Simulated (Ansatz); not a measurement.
# SnSbS2: the cost of one run

Computed with Ansatz 0.2.0 (DFT PBE, scalar-relativistic, plane waves, PAW, unless a step's input says otherwise).

### Step 1. The starting structure

Symmetry: R-3m, No. 166, trigonal system. Conventional cell: a = 4.016 Å, b = 4.016 Å, c = 22.401 Å, α = 90.00°, β = 90.00°, γ = 120.00°. Around Sn (site symmetry -3m) lie 6 S at 3.24 Å. Around Sb (site symmetry -3m) lie 6 S at 2.75 Å. S (site symmetry 3m) is surrounded by 3 Sb at 2.75 Å and 3 Sn at 3.24 Å.

Coordinates:

```cif
data_structure
_symmetry_space_group_name_H-M 'R-3m:H'
_symmetry_Int_Tables_number 166
_cell_length_a 4.0164
_cell_length_b 4.0164
_cell_length_c 22.4009
_cell_angle_alpha 90.000
_cell_angle_beta 90.000
_cell_angle_gamma 120.000
_cell_volume 312.95
loop_
_atom_site_label
_atom_site_type_symbol
_atom_site_symmetry_multiplicity
_atom_site_Wyckoff_symbol
_atom_site_fract_x
_atom_site_fract_y
_atom_site_fract_z
_atom_site_occupancy
Sn1 Sn 3 a 0.00000 0.00000 0.00000 1
Sb1 Sb 3 b 0.66667 0.33333 0.83333 1
S1 S 6 c 0.00000 0.00000 0.76753 1
```

A structure generator made this guess: species swapped into a database cell of RbGdSe2 (R-3m, No. 166), with Sn on the Rb sites, Sb on the Gd sites and S on the Se sites. The dimensions are guesses.

### Step 2. The guess as it stands, on a coarse mesh

Contents of input.yaml:

```yaml
crystal:
  lattice:
    - [2.00821563, 1.15944384, 7.46697451]
    - [-2.00821563, 1.15944384, 7.46697451]
    - [0.0, -2.31888767, 7.46697451]
  atoms:
    - { symbol: Sn, position: [0.0, 0.0, 0.0] }
    - { symbol: Sb, position: [0.5, 0.5, 0.5] }
    - { symbol: S, position: [0.76752687, 0.76752687, 0.76752687] }
    - { symbol: S, position: [0.23247313, 0.23247313, 0.23247313] }
basis:
  ecutwfc: 420
kpoints:
  mp_grid: { grid: [6, 6, 6] }
hamiltonian:
  xc: pbe
scf:
  occupations: { method: gaussian, width: 0.1 }
  lower_state_search: "off"
output:
  forces: true
  stress: true
  eigenvalues: true
```

Run with:

```bash
> ansatz run input.yaml --threads 1 --pin off --max-ram 2560MiB --backend cpu --events-out ev --progress --plain --runs-dir out
```

**Question.** How long does this run take on 1 thread of Arm Neoverse V2, shared host, and how much memory does it need?

About 5.3 s, with a peak of 0.38 GiB.
